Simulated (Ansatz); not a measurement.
## BiTe under changes of volume

One of the cells (33.725 Å³/atom); the others are scaled copies at fixed shape and fractional positions:

```xyz
2
Lattice="2.4227 1.3988 3.3173 -2.4227 1.3988 3.3173 0.0000 -2.7975 3.3173" Properties=species:S:1:pos:R:3 pbc="T T T"
Bi    0.0000    0.0000    4.9759
Te    0.0000    0.0000    0.0000
```

The cell comes from a database or a generator and needn't be the stable form of this composition.

```yaml
Program: Ansatz 0.2.0
Functional: PBE
Potentials_or_basis: Ansatz PAW
Cutoff: "420 eV (not typed: the program's choice for these potentials)"
k_mesh: 7 × 7 × 7
Occupations: fermi-dirac, width 0.05 eV
Spin: no spin polarisation
```

```csv
volume (Å³/atom),energy over the lowest point (meV/atom),pressure (GPa)
31.701,22.67,3.6
32.376,?,?
33.050,2.80,1.2
33.725,0.00,0.2
34.399,1.29,-0.8
35.074,6.25,-1.6
35.748,14.50,-2.3
```

**Question.** What does the run at 32.376 Å³/atom give?

**Answer.** Energy over the lowest point 10.19 meV/atom; pressure 2.3 GPa.

Worked out: A Birch-Murnaghan fit of order 3 (a polynomial in V^(-2/3)) to the other rows has its minimum at 33.84 Å³/atom with B0 = V·E''(V) = 48 GPa and B' = 4.5 at fixed shape and positions, which overstates the stiffness. It gives 10.17 meV/atom at 32.376 Å³/atom, against the run's 10.19, and -dE/dV = 2.3 GPa, against 2.3.

Energies are extrapolated to zero smearing.
